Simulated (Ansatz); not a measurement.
# CH2BClS: the cost of one run

Program: Ansatz 0.2.0, Gaussian basis. Level of theory: unrestricted cation, the program's frozen cores in correlated methods. These are calculated values, not measurements.

Levels to be run: UKS PBE-D4/def2-TZVPP; UKS r2SCAN-D4/def2-TZVPP; UKS PBE0-D4/def2-TZVPP; UKS B3LYP-D4/def2-TZVPP; UKS wB97X-V/def2-TZVPP; UKS wB97M-V/def2-TZVPP; UKS B2PLYP/def2-TZVPP; UHF-CCSD(T)/def2-TZVPP; UHF-MP2/def2-QZVPP; extrapolation to the limit; then −ε(HOMO) from the neutral's earlier runs with LDA (SPW92), PBE-D4, revPBE-D4, BLYP-D4, r2SCAN-D4, B97M-V, PBE0-D4, B3LYP-D4, r2SCANh-D4, r2SCAN0-D4, HSE06-D4, BHLYP-D4, CAM-B3LYP-D4, LC-ωPBE, ωB97X-V, ωB97M-V.

## (1) The geometry

All runs share one geometry, relaxed beforehand with PBE0-D4 in a triple-zeta def2 set.

6 atoms, charge 0, spin multiplicity 1.

Atoms are counted from 1 here; the program's logs count them from 0.

Bond lengths: Cl1–B2 1.716 Å, B2–C3 1.525 Å, B2–S4 1.738 Å, C3–S4 1.880 Å, C3–H5 1.086 Å, C3–H6 1.086 Å. Angles: Cl1–B2–C3 146.3°, Cl1–B2–S4 143.7°, C3–B2–S4 70.0°, B2–C3–S4 60.4°, B2–C3–H5 121.3°, B2–C3–H6 121.3°, S4–C3–H5 113.8°, S4–C3–H6 113.8°, H5–C3–H6 113.8°, B2–S4–C3 49.7°.

## (2) Cation, UKS PBE-D4/def2-TZVPP

in.yaml reads:

```yaml
crystal:
  periodic: [false, false, false]
  atoms:
    - {symbol: Cl, position_ang: [-0.987478, -2.236699, 0.270914]}
    - {symbol: B, position_ang: [-0.518723, -0.625566, -0.088137]}
    - {symbol: C, position_ang: [0.521474, 0.469280, 0.120331]}
    - {symbol: S, position_ang: [-0.980427, 0.806908, -0.958134]}
    - {symbol: H, position_ang: [1.460989, 0.465422, -0.424989]}
    - {symbol: H, position_ang: [0.546366, 1.056654, 1.033813]}
basis:
  gaussian: {orbitals: def2-TZVPP}
total_charge: 1
magnetization: {spin_polarized: true, initial_magnetization: 1}
hamiltonian: {xc: pbe, dispersion: d4}
```

Launch:

```
> ansatz run in.yaml --threads 2 --pin off --events-out ev --progress --plain --max-ram 4352MiB
```

Q: Estimate wall time and peak memory on 2 threads of Intel Xeon Platinum 8375C at 2.90GHz, shared host.

About 14 s, with a peak of 0.41 GiB.
